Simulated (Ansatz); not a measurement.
# Li: pressure up to the limit of the methods

One table from this session's results is given with a row withheld; the runs are named, their logs left out.

Computed with Ansatz 0.2.0 (DFT LDA, with the methods named in each step, unless a step's input says otherwise).

3 further runs of the same task are left out: 3 that didn't finish. Runs told in other sessions of the task aren't counted.

**The starting structure**

The structure is cubic, space group Pm-3m (No. 221). The conventional cell has a = 2.739 Å, b = 2.739 Å, c = 2.739 Å, α = 90.00°, β = 90.00°, γ = 90.00°. Li (site symmetry m-3m) has 6 Li at 2.74 Å in its first shell of neighbours.

Coordinates:

```cif
data_structure
_symmetry_space_group_name_H-M 'P 1'
_symmetry_Int_Tables_number 1
_cell_length_a 2.7388
_cell_length_b 2.7388
_cell_length_c 2.7388
_cell_angle_alpha 90.000
_cell_angle_beta 90.000
_cell_angle_gamma 90.000
_cell_volume 20.54
loop_
_atom_site_label
_atom_site_type_symbol
_atom_site_fract_x
_atom_site_fract_y
_atom_site_fract_z
_atom_site_occupancy
Li1 Li 0.00000 0.00000 0.00000 1
```

Whether this phase is the stable one at these pressures isn't tested.

Set-up of the first run:

input.yaml

```yaml
crystal:
  lattice:
    - [2.7387978458, 0.0, 0.0]
    - [0.0, 2.7387978458, 0.0]
    - [0.0, 0.0, 2.7387978458]
  atoms:
    - { symbol: Li, position: [0.0, 0.0, 0.0] }
kpoints:
  mp_grid: { grid: [14, 14, 14] }
scf:
  occupations: { method: fermi_dirac, width: 0.05 }
hamiltonian:
  xc: lda
  pseudopotentials: { kind: paw }
output:
  forces: true
  stress: true
  write_density: true
  write_potential: true
  elf: true
  volumetric_format: npy
relax:
  f_tol: 0.005
  max_steps: 40
  cell: {}
```

The run is started by

```sh
$ ansatz run input.yaml --threads 1 --pin off --max-ram 2048MiB --backend cpu --events-out ev --progress --plain --runs-dir out
```

Steps of the session up to this table: Cell relaxed at zero pressure, PAW; Volume scaled by 1, PAW; Volume scaled by 0.95, PAW; Volume scaled by 0.85, PAW; Volume scaled by 0.75, PAW; Volume scaled by 0.65, PAW; Volume scaled by 0.55, PAW; Volume scaled by 0.45, PAW; Volume scaled by 0.4, PAW; Volume scaled by 0.4, PAW (source ansatz).

One table of the session follows, with a row left open; its other results are not shown here.

| method | volume over the first | volume (Å³/atom) | pressure (GPa) |
| --- | --- | --- | --- |
| PAW | 1 | 19.008 | 0.00 |
| PAW | 0.95 | 18.058 | 0.75 |
| PAW | 0.85 | ? | ? |
| PAW | 0.75 | 14.256 | 6.20 |
| PAW | 0.65 | 12.355 | 11.75 |
| PAW | 0.55 | 10.454 | 21.44 |
| PAW | 0.45 | 8.554 | 39.94 |
| PAW | 0.4 | 7.603 | 55.84 |
| PAW (source ansatz) | 0.4 | 7.603 | 55.96 |

Q: Estimate the row for PAW, 0.85 from the others.

**Answer.** volume (Å³/atom): 16.157; pressure (GPa): 2.85. In the column «volume (Å³/atom)» it lies between PAW, 0.75 (14.256) and PAW, 0.95 (18.058).
